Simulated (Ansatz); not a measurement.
# TiBrClF2: an energy map over bond length Ti2–Cl4 and angle Cl4–Ti2–F1

Aim: map the energy of BrClF2Ti, SMILES [F][Ti]([F])([Cl])[Br] over two coordinates, and find its wells, ridges and stiffness.

Computed with Ansatz 0.2.0. Level: RKS PBE-D4/def2-TZVP.

### 1 Where the work starts

SMILES `[F][Ti]([F])([Cl])[Br]`, 5 atoms, charge 0, spin multiplicity 1.

Atoms are counted from 1 here; the program's logs count them from 0.

Bond lengths: F1–Ti2 1.737 Å, Ti2–F3 1.737 Å, Ti2–Cl4 2.182 Å, Ti2–Br5 2.342 Å. Angles: F1–Ti2–F3 109.0°, F1–Ti2–Cl4 109.6°, F1–Ti2–Br5 109.6°, F3–Ti2–Cl4 109.6°, F3–Ti2–Br5 109.5°, Cl4–Ti2–Br5 109.5°.

Geometry (Å):

```mol
BrClF2Ti
  3D, bonds by distance, orders not assigned

  5  4  0  0  0  0  0  0  0  0999 V2000
   -0.0537   -0.2993    1.7769 F   0  0
    0.0669   -0.1009    0.0554 Ti  0  0
    1.4299   -1.0085   -0.5238 F   0  0
   -1.7559   -0.8311   -0.8963 Cl  0  0
    0.3626    2.1661   -0.4536 Br  0  0
  1  2  8  0
  2  3  8  0
  2  4  8  0
  2  5  8  0
M  END
```

This geometry comes from a loose relaxation at PBE in a small basis, which is not shown.

### 3 Setting up the map

- bond length Ti2–Cl4: 9 values from 1.793 to 3.280 Å
- angle Cl4–Ti2–F1: 9 values from 74.6 to 144.6 °

Nothing else is relaxed (all other coordinates rigid). Energies count from the relaxed molecule at the same level.

(The set-up runs are not shown.)

### 4 Point bond length Ti2–Cl4 = 3.094 Å, angle Cl4–Ti2–F1 = 118.4°

The input, input.yaml:

```yaml
crystal:
  periodic: [false, false, false]
  atoms:
    - { symbol: F, position_ang: [-0.05971, -0.295282, 1.793661] }
    - { symbol: Ti, position_ang: [0.065942, -0.100989, 0.054428] }
    - { symbol: F, position_ang: [1.443283, -1.013712, -0.535775] }
    - { symbol: Cl, position_ang: [-2.312659, -1.009295, -1.703431] }
    - { symbol: Br, position_ang: [0.361764, 2.166721, -0.454097] }
basis:
  gaussian: { orbitals: def2-TZVP }
hamiltonian:
  xc: pbe
  dispersion: d4
output:
  forces: true
```

On the command line:

```console
ansatz run input.yaml --threads 1 --pin off --max-ram 2560MiB --backend cpu --events-out ev --progress --plain --runs-dir out
```

Further runs follow: all other points of the grid.

Q: Predict the outcome of this session. Wanted: lowest point; highest computed point; largest force on an atom.

The runs gave:

| quantity | value |
| --- | --- |
| lowest point | bond length Ti2–Cl4 = 2.165 Å, angle Cl4–Ti2–F1 = 109.6°, 0.37 kJ/mol |
| highest computed point | bond length Ti2–Cl4 = 1.793 Å, angle Cl4–Ti2–F1 = 74.6°, 371 kJ/mol above the lowest |
| largest force on an atom (eV/Å) | 0.4 at bond length Ti2–Cl4 = 2.165 Å, angle Cl4–Ti2–F1 = 109.6° to 16.8 at bond length Ti2–Cl4 = 1.793 Å, angle Cl4–Ti2–F1 = 74.6°; 0.4 at the lowest point |
| time for the whole task | 14 min on 1 thread, shared host |

**Reading.** The lowest computed point is at bond length Ti2–Cl4 = 2.165 Å, angle Cl4–Ti2–F1 = 109.6°, 0.37 kJ/mol from the relaxed molecule at the same level. The grid is coarse, so the true minimum lies between grid points and may sit elsewhere than the lowest one. It is the only kind of minimum in the scanned range. The highest computed point, bond length Ti2–Cl4 = 1.793 Å, angle Cl4–Ti2–F1 = 74.6°, lies 371 kJ/mol above the lowest. Round the minimum the two coordinates are nearly uncoupled.
